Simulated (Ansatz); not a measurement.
# GaO₂ (doublet): from Hartree-Fock to the top rungs, cc-pVDZ

One table from this session's results is given with a row withheld; the runs are named, their logs left out.

The runs use Ansatz 0.2.0, Gaussian basis; cc-pVDZ, core rule «outside noble gas», up to 16 orbitals frozen.

The runs, in order: UHF; CCSD(T) on ROHF; CCSD(T) on UHF; BCCD(T) on ROHF; CISD as a restricted active space (open shells left free, so some higher excitations enter); CCSDT(Q) on ROHF; CCSDT(Q) on UHF.

30 further runs of the same task are left out: 9 for a known fault of the program, 6 that didn't finish, 15 set aside as unsound or not needed. Runs told in other sessions of the task aren't counted.

## The system

The geometry is a PBE0/def2-TZVP stationary point (not a proven minimum). No spin-orbit coupling is included. The filled d shell of Ga may be among the frozen orbitals whatever the setting's name suggests.

3 atoms, charge 0, spin multiplicity 2.

Atoms are counted from 1 here; the program's logs count them from 0.

Bond lengths: Ga1–O2 1.857 Å, O2–O3 1.292 Å. Angles: Ga1–O2–O3 180.0°.

The first run:

Contents of in.yaml:

```yaml
crystal:
  periodic: [false, false, false]
  atoms:
    - {symbol: Ga, position_ang: [0.000000, 0.000000, 1.669000]}
    - {symbol: O, position_ang: [0.000000, 0.000000, -0.188300]}
    - {symbol: O, position_ang: [0.000000, 0.000000, -1.480700]}
basis:
  gaussian: {orbitals: cc-pVDZ}
magnetization: {spin_polarized: true, initial_magnetization: 1}
hamiltonian: {xc: hf}
output: {orbitals: {seedname: orbitals}}
```

Launch:

```bash
$ ansatz run in.yaml --threads 1 --pin off --events-out ev --progress --plain --max-ram 2393MiB
```

Among the steps run: UHF; CCSD(T) on ROHF; CCSD(T) on UHF; BCCD(T) on ROHF; CISD as a restricted active space (open shells left free, so some higher excitations enter); CCSDT(Q) on ROHF; CCSDT(Q) on UHF.

One of the session's tables, all rows but one given; the rest of the session is left out.

```
   method  from UCCSDT(Q) (kcal/mol)
     ROHF                    +266.30
      UHF                          ?
     RMP2                     +24.24
     UMP2                     +24.70
    RCCSD                      +9.61
    UCCSD                      +9.50
 RCCSD(T)                      +1.93
 UCCSD(T)                      +1.92
  BCCD(T)                      +1.78
   RCCSDT                      +1.21
   UCCSDT                      +1.19
RCCSDT(Q)                      +0.23
UCCSDT(Q)                          0
```

Estimate the missing values for UHF.

**Answer.** from UCCSDT(Q) (kcal/mol): +262.74. In the column «from UCCSDT(Q) (kcal/mol)» it lies between UMP2 (+24.70) and ROHF (+266.30).

Not comparable, so not listed: CISD as a restricted active space (open shells left free, so some higher excitations enter) (they don't share determinant, frozen orbitals or solution with the rows shown, or repeat one).

Caveats from the session: Restricted and unrestricted rows rest on different reference determinants; a gap between their highest levels can come from leftover correlation error, from unlike frozen cores or from another state.
